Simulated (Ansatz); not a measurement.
## AlBH4SSi, SMILES [BH2][Al]1[SiH2][S]1: a short molecular-dynamics run, step by step

Computed with the Python package of Ansatz (0.2.0).

The cells in order, each with its output:

**Cell 1**
```python
import ansatz as az
import numpy as np
```

**Cell 2**
```python
BASIS_SET = "6-31G"
XC = "PBE0"
VDW = "d4"
N_STEPS = 40
TEMPERATURE_K = 500
```

**Cell 3**
```python
GEOMETRY = """
B    -1.00630    1.96130   -0.44180
Al   -0.19800    0.12710   -0.40910
Si    0.89530   -1.62190    0.64900
S     0.47510   -1.85260   -1.39410
H    -1.54210    2.40000   -1.46850
H    -1.05730    2.69360    0.51660
H     2.38630   -1.38030    0.90190
H     0.13920   -2.38440    1.59020
"""
```

**Cell 4**
```python
geometry = az.Crystal.molecule()
for line in GEOMETRY.strip().splitlines():
    symbol, *xyz = line.split()
    geometry = geometry.atom(symbol, [float(v) for v in xyz])
```

**Cell 5**
```python
calculation = geometry.calculation()
calculation = calculation.basis(gaussian=BASIS_SET).functional(XC, dispersion=VDW)
calculation = calculation.md("nve", timestep=0.25, steps=N_STEPS, temperature=TEMPERATURE_K, initial_velocities="maxwell_boltzmann", seed=71)
frames = []
outcome = calculation.session().plan().execute(on_event=lambda e: frames.append(e["data"]) if e["event"] == "md_step" else None)
print("t (fs)   E_pot (eV)      E_kin (eV)   T (K)   d(0-1) (A)")
for f in frames[::2]:
    xyz = np.array(f["positions_ang"])
    print(f"{f['time_fs']:6.2f} {f['lagrangian_ev']:14.5f} {f['e_kin_ev']:10.5f} {f['temperature_k']:8.1f} {np.linalg.norm(xyz[0] - xyz[1]):9.4f}")
kept = np.array([f["conserved_ev"] for f in frames])
print(f"conserved energy moves by at most {1000 * np.ptp(kept):.3f} meV")
```
Output:
```text
t (fs)   E_pot (eV)      E_kin (eV)   T (K)   d(0-1) (A)
  0.00   -26035.68332    0.38778    500.0    2.0047
  0.50   -26035.67731    0.38174    492.2    2.0105
  1.00   -26035.66697    0.37139    478.9    2.0168
  1.50   -26035.65214    0.35658    459.8    2.0236
  2.00   -26035.63452    0.33903    437.1    2.0306
  2.50   -26035.61758    0.32216    415.4    2.0377
  3.00   -26035.60558    0.31021    400.0    2.0449
  3.50   -26035.60195    0.30661    395.3    2.0519
  4.00   -26035.60785    0.31248    402.9    2.0589
  4.50   -26035.62156    0.32613    420.5    2.0656
  5.00   -26035.63925    0.34375    443.2    2.0722
  5.50   -26035.65652    0.36097    465.4    2.0786
  6.00   -26035.66999    0.37443    482.8    2.0848
  6.50   -26035.67842    0.38287    493.7    2.0910
  7.00   -26035.68286    0.38736    499.5    2.0971
  7.50   -26035.68627    0.39084    503.9    2.1032
  8.00   -26035.69262    0.39726    512.2    2.1093
  8.50   -26035.70598    0.41067    529.5    2.1154
  9.00   -26035.72966    0.43438    560.1    2.1216
  9.50   -26035.76560    0.47033    606.4    2.1278
 10.00   -26035.81407    0.51878    668.9    2.1340
conserved energy moves by at most 0.308 meV
```

What to keep in mind:
- Total energies depend on the basis set; only differences at equal settings carry meaning.
- The trajectory is only some femtoseconds long, so its temperature is not equilibrated; where the script doesn't relax first, it starts from a rough generated geometry.
- The temperature counts the internal degrees of freedom alone.
- Timing: 2.1 min on 1 thread of Arm Neoverse V1 (shared host), peak memory 0.2 GiB.
